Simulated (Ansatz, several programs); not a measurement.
La2GaP3, ordered on the rocksalt lattice (I4/mmm) with 6 atoms a cell, relaxed with PBE in Ansatz (plane waves, PAW): space group I4/mmm (No. 139), tetragonal; a = 4.199 Å, c = 17.284 Å in the conventional setting, 25.39 Å³ an atom. Around La lie 6 P at 2.81–3.06 Å; around P lie 1 Ga at 2.78 Å and 5 La at 2.97–3.06 Å; around P lie 2 La at 2.81 Å and 4 Ga at 2.97 Å; around Ga lie 6 P at 2.78–2.97 Å. The cell was then scaled with its shape and fractional coordinates held, which makes it stiffer than a relaxed compression. Simulation only: spin-unpolarised, and no claim that this is the phase found in nature.

```csv
V (Å³/atom),E (meV/atom)
23.871,20.06
25.395,0.00
26.157,4.38
26.919,16.70
```

Q: Pass a cubic E = c₀ + c₁u + c₂u² + c₃u³, with u = V − 25.585 Å³, through these points.

A: c₀ = 0.28, c₁ = +2.947, c₂ = 7.645, c₃ = -0.4709 (meV and Å³).

Q: Where is the minimum, and what bulk modulus follows?

A: dE/du = 0 at u = -0.189, so V₀ = 25.40 Å³. B = V₀ d²E/dV² = 25.40 × (2c₂ + 6c₃u) = 25.40 × 15.826 = 402 meV/Å³, and 1 meV/Å³ is 0.16022 GPa: 64 GPa. A third-order Birch-Murnaghan fit to all five points gives 25.39 Å³ and 64 GPa.

Q: Predict the energy and the pressure at the withheld volume, 24.633 Å³.

A: With u = -0.952: E ≈ 4.81 meV and P = −dE/dV ≈ +2.07 GPa. The run gives 4.74 meV and, from its stress, +2.04 GPa.
